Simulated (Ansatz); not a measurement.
## ZnAg3 and its elements: a formation energy from the elements

Program: Ansatz's Python interface.

The script, `formation.py`:
```python
from collections import Counter
import warnings

import ansatz as az
import numpy as np


def solve(name, crystal):
    calc = (
        crystal.calculation()
        .functional("r2scan")
        .basis(550)
        .kpoints(spacing=0.16)
        .occupations("fermi_dirac", width=0.1)
        .stress()
    )
    calc = calc.relax(force_tolerance=0.03, max_steps=60, fix_cell=["shape"])
    return calc.run()


def counts(outcome):
    return Counter(site.symbol for site in outcome.lattice.sites)

def formation_energy(outcome, mu):
    n = counts(outcome)
    return (outcome.report["energy_sigma0_ev"] - sum(k * mu[element] for element, k in n.items())) / sum(n.values())


def volume_per_atom(outcome):
    return abs(np.linalg.det(outcome.lattice.cell_ang)) / len(outcome.lattice.sites)


def main() -> None:
    warnings.simplefilter("ignore", az.DeckWarning)

    phases = {}
    znag3 = (
        az.Lattice.of((4.041313, 0.0, 0.0), (0.0, 4.041313, 0.0), (0.0, 0.0, 4.041313))
        .atom("Zn", (0.0, 0.0, 0.0))
        .atom("Ag", (0.0, 0.5, 0.5))
        .atom("Ag", (0.5, 0.0, 0.5))
        .atom("Ag", (0.5, 0.5, 0.0))
    )
    phases["ZnAg3"] = znag3
    zn = (
        az.Lattice.from_parameters(2.67, 2.67, 4.966, alpha=90, beta=90, gamma=120)
        .space_group(194)
        .atom("Zn", (1 / 3, 2 / 3, 0.25))
    )
    phases["Zn"] = zn
    ag = (
        az.Lattice.fcc(4.0855)
        .space_group(225)
        .atom("Ag", (0.0, 0.0, 0.0))
        .primitive()
    )
    phases["Ag"] = ag

    done = {}
    for name, crystal in phases.items():
        done[name] = solve(name, crystal)
        print(f"{name}: {done[name].report['energy_sigma0_ev']:.4f} eV, {len(done[name].lattice.sites)} atoms")

    references = {"Zn": "Zn", "Ag": "Ag"}
    mu = {element: done[name].report["energy_sigma0_ev"] / len(done[name].lattice.sites) for element, name in references.items()}

    target = done["ZnAg3"]
    heat = formation_energy(target, mu)
    n = counts(target)
    print("cell content:", dict(n), " volume", round(volume_per_atom(target), 3), "A^3/atom")
    print("formation energy", round(heat, 4), "eV/atom,", round(heat * sum(n.values()), 4), "eV per cell")
    print("bound against the elements" if heat < 0 else "unbound against the elements")


if __name__ == "__main__":
    main()
```

```console
$ python formation.py
ZnAg3: -26137.5594 eV, 4 atoms
Zn: -6651.3335 eV, 2 atoms
Ag: -7603.9421 eV, 1 atoms
cell content: {<Element.ZN: 'Zn'>: 1, <Element.AG: 'Ag'>: 3}  volume 16.488 A^3/atom
formation energy -0.0166 eV/atom, -0.0663 eV per cell
bound against the elements
```

Reading the output:
- Absolute energies stand on the zero of these potentials, so only differences at equal settings mean something.
- Atoms and volume are relaxed with the cell's shape held, which in cells of lower than cubic symmetry can hide stresses and shift volumes.
- The cells come from databases of deposited and of computed structures, and not all need be stable phases.
- The compound is the structure given, not necessarily its lowest; energies are at zero temperature, with no correction for gases. A semilocal functional's error on such energies is often 0.05 to 0.1 eV an atom, and 0.1 to 0.3 eV against gases such as O2 or F2.
- Wall time of the script: 2.6 min on 1 thread of Arm Neoverse V1, on a shared host, peak memory 0.68 GiB.
